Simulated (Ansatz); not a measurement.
# CH5NOSi: the cost of one run

Method: RKS B3LYP/def2-SVP, in Ansatz 0.2.0.

## Step 1: The system as given

Bond lengths: N1–C2 1.325 Å, C2–O3 1.210 Å, C2–Si4 1.844 Å, N1–H5 1.021 Å, N1–H6 1.072 Å, Si4–H7 1.519 Å, Si4–H8 1.467 Å, Si4–H9 1.562 Å. Angles: N1–C2–O3 120.5°, N1–C2–Si4 122.7°, O3–C2–Si4 116.8°, C2–N1–H5 121.5°, C2–N1–H6 124.2°, H5–N1–H6 113.9°, C2–Si4–H7 112.6°, C2–Si4–H8 115.3°, C2–Si4–H9 110.1°, H7–Si4–H8 108.7°, H7–Si4–H9 103.9°, H8–Si4–H9 105.2°.

Structure file:

```xyz
9

N     0.5168    1.3365   -0.5837
C     0.5663    0.0145   -0.5081
O     1.3711   -0.6082   -1.1629
Si   -0.5165   -0.9594    0.6229
H     1.1109    1.8574   -1.2310
H    -0.2097    1.9417   -0.0796
H    -1.4122   -1.9339   -0.1223
H     0.1814   -1.6831    1.6917
H    -1.5195   -0.0118    1.3558
```

## Step 2: End point A

input.yaml

```yaml
crystal:
  periodic: [false, false, false]
  atoms:
    - { symbol: "N", position_ang: [0.5168, 1.3365, -0.5837] }
    - { symbol: C, position_ang: [0.5663, 0.0145, -0.5081] }
    - { symbol: O, position_ang: [1.3711, -0.6082, -1.1629] }
    - { symbol: Si, position_ang: [-0.5165, -0.9594, 0.6229] }
    - { symbol: H, position_ang: [1.1109, 1.8574, -1.231] }
    - { symbol: H, position_ang: [-0.2097, 1.9417, -0.0796] }
    - { symbol: H, position_ang: [-1.4122, -1.9339, -0.1223] }
    - { symbol: H, position_ang: [0.1814, -1.6831, 1.6917] }
    - { symbol: H, position_ang: [-1.5195, -0.0118, 1.3558] }
basis:
  gaussian: { orbitals: def2-SVP }
hamiltonian:
  xc: b3lyp
relax:
  f_tol: 0.02
  max_steps: 50
output:
  orbitals: {}
```

The run is started by

```console
$ ansatz run input.yaml --threads 2 --pin off --max-ram 3072MiB --backend cpu --events-out ev --progress --plain --runs-dir out
```

**Question.** How long does this run take on 2 threads of Arm Neoverse V1, shared host, and how much memory does it need?

About 12 s, with a peak of 0.16 GiB.
